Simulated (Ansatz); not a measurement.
# H4SeSi2: the cost of one run

The runs use Ansatz 0.2.0; RKS B3LYP-D4/def2-TZVP.

### 1 Starting geometry

SMILES `[SiH2]1[SiH2][Se]1`, 7 atoms, charge 0, spin multiplicity 1.

Atoms are counted from 1 here; the program's logs count them from 0.

Bond lengths: Si1–Si2 2.279 Å, Si1–Se3 2.321 Å, Si1–H4 1.502 Å, Si1–H5 1.502 Å, Si2–Se3 2.321 Å, Si2–H6 1.502 Å, Si2–H7 1.502 Å. Angles: Si2–Si1–Se3 60.6°, Si2–Si1–H4 121.5°, Si2–Si1–H5 121.6°, Se3–Si1–H4 115.2°, Se3–Si1–H5 115.2°, H4–Si1–H5 112.1°, Si1–Si2–Se3 60.6°, Si1–Si2–H6 121.6°, Si1–Si2–H7 121.5°, Se3–Si2–H6 115.2°, Se3–Si2–H7 115.2°, H6–Si2–H7 112.1°, Si1–Se3–Si2 58.8°.

Geometry (Å):

| atom | x (Å) | y (Å) | z (Å) |
| --- | --- | --- | --- |
| Si1 | -1.00432 | -0.19439 | -0.51686 |
| Si2 | 0.98068 | -0.03707 | 0.59188 |
| Se3 | 0.18056 | 1.80010 | -0.57922 |
| H4 | -1.11507 | -0.91443 | -1.83054 |
| H5 | -2.31808 | -0.13647 | 0.20908 |
| H6 | 1.03819 | 0.13028 | 2.08356 |
| H7 | 2.23803 | -0.64803 | 0.04210 |

This geometry comes from a loose relaxation at PBE in a small basis, which is not shown.

### 3 The grid

The axes are (1) bond length Si2–H6: 9 values from 1.270 to 2.068 Å; (2) bond length Si2–H7: 9 values from 1.241 to 1.920 Å.

Nothing else is relaxed (all other coordinates rigid). Energies count from the relaxed molecule at the same level.

(The set-up runs are not shown.)

### 4 Point bond length Si2–H6 = 1.470 Å, bond length Si2–H7 = 1.496 Å

File input.yaml:

```yaml
crystal:
  periodic: [false, false, false]
  atoms:
    - { symbol: Si, position_ang: [-0.996338, -0.195597, -0.512016] }
    - { symbol: Si, position_ang: [0.97271, -0.039227, 0.587708] }
    - { symbol: Se, position_ang: [0.179957, 1.792663, -0.57716] }
    - { symbol: H, position_ang: [-1.112392, -0.90283, -1.80356] }
    - { symbol: H, position_ang: [-2.290761, -0.140193, 0.197293] }
    - { symbol: H, position_ang: [1.034173, 0.123144, 2.04742] }
    - { symbol: H, position_ang: [2.228245, -0.646435, 0.046461] }
basis:
  gaussian: { orbitals: def2-TZVP }
hamiltonian:
  xc: { name: B3LYP }
  dispersion: d4
output:
  forces: true
```

On the command line:

```console
> ansatz run input.yaml --threads 1 --pin off --max-ram 2560MiB --backend cpu --events-out ev --progress --plain --runs-dir out
```

**Question.** How long does this run take on 1 thread of Arm Neoverse N1, shared host, and how much memory does it need?

About 11 s, with a peak of 0.32 GiB.
